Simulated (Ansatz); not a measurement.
# CH₅AlBF: basis-set convergence

How large a basis does CH₅AlBF need? Two functionals are run in growing sets.

Computed with Ansatz 0.2.0, Gaussian basis. Level: one geometry, several basis sets.

The runs, in order: PBE0-D4/def2-SVP; ωB97M-V/def2-SVP; PBE0-D4/def2-QZVPP; ωB97M-V/def2-QZVPP; the functionals' def2-TZVPP values are taken from earlier runs.

**1. Structure used throughout**

All runs share one geometry, relaxed beforehand with PBE0-D4 in a triple-zeta def2 set.

9 atoms, charge 0, spin multiplicity 1.

Atoms are counted from 1 here; the program's logs count them from 0.

Bond lengths: B1–C2 1.460 Å, B1–H5 1.197 Å, B1–H6 1.193 Å, C2–Al4 2.034 Å, C2–H7 1.081 Å, F3–Al4 1.900 Å, Al4–H8 1.577 Å, Al4–H9 1.573 Å. Angles: C2–B1–H5 115.0°, C2–B1–H6 122.6°, H5–B1–H6 122.1°, B1–C2–Al4 101.6°, B1–C2–H7 135.2°, Al4–C2–H7 111.8°, C2–Al4–F3 45.6°, C2–Al4–H8 112.8°, C2–Al4–H9 121.0°, F3–Al4–H8 109.3°, F3–Al4–H9 111.3°, H8–Al4–H9 125.9°.

**2. PBE0-D4 in def2-SVP**

in.yaml reads:

```yaml
crystal:
  periodic: [false, false, false]
  atoms:
    - {symbol: B, position_ang: [0.041026, 1.309872, -0.591371]}
    - {symbol: C, position_ang: [0.599694, -0.038180, -0.646504]}
    - {symbol: F, position_ang: [1.345954, -0.530791, 0.595267]}
    - {symbol: Al, position_ang: [-0.487501, -0.989921, 0.784356]}
    - {symbol: H, position_ang: [-0.600652, 1.631326, -1.549263]}
    - {symbol: H, position_ang: [0.120216, 1.999793, 0.378549]}
    - {symbol: H, position_ang: [0.901200, -0.712359, -1.436268]}
    - {symbol: H, position_ang: [-0.671399, -2.527592, 0.489117]}
    - {symbol: H, position_ang: [-1.160037, -0.188349, 1.959016]}
basis:
  gaussian: {orbitals: def2-SVP}
hamiltonian: {xc: pbe0, dispersion: d4}
output: {orbitals: {seedname: orbitals}}
```

Command:

```
$ ansatz run in.yaml --threads 2 --pin off --events-out ev --progress --plain --max-ram 4352MiB
```

The runs that follow: ωB97M-V in def2-SVP; PBE0-D4 in def2-QZVPP; ωB97M-V in def2-QZVPP.

**Question.** What will the summary of the whole plan be? Wanted: PBE0-D4: double and triple zeta above quadruple; ωB97M-V: double and triple zeta above quadruple.

As calculated:

| quantity | value |
| --- | --- |
| PBE0-D4: double and triple zeta above quadruple | 8.09, 0.47 eV |
| ωB97M-V: double and triple zeta above quadruple | 8.27, 0.45 eV |

In words: For PBE0-D4 the step from double to triple zeta gains 7.62 eV and the next only 0.47 eV. Total energies overstate the basis error of differences, where much of it tends to cancel. The LUMO of ωB97M-V is positive and keeps falling with the basis (1.00 to 0.42 eV): an unbound level that the basis holds in place.
